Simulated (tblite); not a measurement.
# C4H8O2SSi: the cost of one run

The runs use tblite 0.8.0 and PySCF 2.14.0, with density-fitted response routines of our own; the level of theory stands in each step. All values are computed, except where a source is named. Atoms count from 0, in the outputs and in this text.

### 1 The starting structure

16 atoms, charge 0, multiplicity 1; geometry from: force field or distance geometry start.

Bonds of the start (Å): O0–C1 1.30, C1–O2 1.38, C1–Si3 1.82, Si3–C4 1.88, C4–C5 1.51, C5–C6 1.53, C6–S7 1.84, S7–Si3 2.16, O2–H8 1.01, Si3–H9 1.46, C4–H10 1.10, C4–H11 1.12, C5–H12 1.12, C5–H13 1.10, C6–H14 1.09, C6–H15 1.10.

### 2 Relaxing the molecule with GFN2-xTB

What the job is given:

```
{"job": {"kind": "relax", "xc": "GFN2-xTB", "basis": "xTB"}, "charge": 0, "multiplicity": 1}
O      3.146800    -0.727400     1.319700
C      2.270900    -0.324800     0.453700
O      2.755300     0.406300    -0.607300
Si     0.519700    -0.758200     0.713600
C     -0.481800    -0.623600    -0.866300
C     -1.777800    -0.083600    -0.318100
C     -1.478600     1.317400     0.221300
S     -0.454100     0.907300     1.688600
H      3.743100     0.598800    -0.667800
H      0.319100    -2.025200     1.407200
H      0.001500     0.031800    -1.600600
H     -0.644200    -1.660700    -1.245800
H     -2.084600    -0.705600     0.558100
H     -2.568300    -0.037600    -1.084200
H     -0.881800     1.848300    -0.525700
H     -2.392900     1.845600     0.542300
```

The run is started by

```
$ OMP_NUM_THREADS=1 python probes_run.py task.json out
```

The driver reads the jobs from task.json and runs them one after another.

Q: Estimate the wall time and peak memory of this first job on 1 thread of Arm Neoverse N1, shared host.

About 1.1 s, with a peak of 0.18 GiB.
